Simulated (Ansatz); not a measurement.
# ZrB2: the cost of one run

Computed with Ansatz 0.2.0 (DFT PBEsol, scalar-relativistic, plane waves, PAW, unless a step's input says otherwise).

1 further run of the same task is left out (set aside as unsound or not needed).

## Step 1: The system as given

The structure is hexagonal, space group P6/mmm (No. 191). The conventional cell has a = 3.155 Å, b = 3.155 Å, c = 3.507 Å, α = 90.00°, β = 90.00°, γ = 120.00°. Zr (site symmetry 6/mmm) has 12 B at 2.53 Å as nearest neighbours. B (site symmetry -6m2) has 3 B at 1.82 Å and 6 Zr at 2.53 Å as nearest neighbours.

Structure file:

```cif
data_structure
_symmetry_space_group_name_H-M 'P6/mmm'
_symmetry_Int_Tables_number 191
_cell_length_a 3.1549
_cell_length_b 3.1549
_cell_length_c 3.5068
_cell_angle_alpha 90.000
_cell_angle_beta 90.000
_cell_angle_gamma 120.000
_cell_volume 30.23
loop_
_atom_site_label
_atom_site_type_symbol
_atom_site_symmetry_multiplicity
_atom_site_Wyckoff_symbol
_atom_site_fract_x
_atom_site_fract_y
_atom_site_fract_z
_atom_site_occupancy
Zr1 Zr 1 a 0.00000 0.00000 0.00000 1
B1 B 2 d 0.33333 0.66667 0.50000 1
```

This cell was relaxed beforehand with the same method: volume 10.08 Å³/atom, gap on the mesh none (metal).

## Step 2: Static run: bands, density of states and charges

input.yaml reads:

```yaml
crystal:
  lattice:
    - [3.1549374828, 0.0, 0.0]
    - [-1.5774687414, 2.7322560075, 0.0]
    - [0.0, 0.0, 3.5067685677]
  atoms:
    - { symbol: Zr, position: [0.0, 0.0, 0.0] }
    - { symbol: B, position: [0.3333333333, 0.6666666667, 0.5] }
    - { symbol: B, position: [0.6666666667, 0.3333333333, 0.5] }
basis:
  ecutwfc: 420
kpoints:
  mp_grid: { grid: [18, 18, 12] }
  band_path:
    path:
      - [[0.0, 0.0, 0.0], [0.5, 0.0, 0.0], [0.33333333, 0.33333333, 0.0], [0.0, 0.0, 0.0], [0.0, 0.0, 0.5], [0.5, 0.0, 0.5], [0.33333333, 0.33333333, 0.5], [0.0, 0.0, 0.5]]
      - [[0.5, 0.0, 0.5], [0.5, 0.0, 0.0]]
      - [[0.33333333, 0.33333333, 0.5], [0.33333333, 0.33333333, 0.0]]
    npoints: 14
hamiltonian:
  xc: pbesol
scf:
  occupations: { method: gaussian, width: 0.1 }
  n_extra_bands: 7
output:
  forces: true
  stress: true
  eigenvalues: true
  populations: true
  dos: { projected: true, de: 0.02, nscf_kmesh: { grid: [27, 27, 18] } }
  bader: true
  write_density: true
  write_potential: true
  elf: true
  volumetric_format: npy
```

The run is started by

```bash
ansatz run input.yaml --threads 1 --pin off --max-ram 2560MiB --backend cpu --events-out ev --progress --plain --runs-dir out
```

**Question.** How long does this run take on 1 thread of Arm Neoverse V1, shared host, and how much memory does it need?

About 35 s, with a peak of 0.47 GiB.
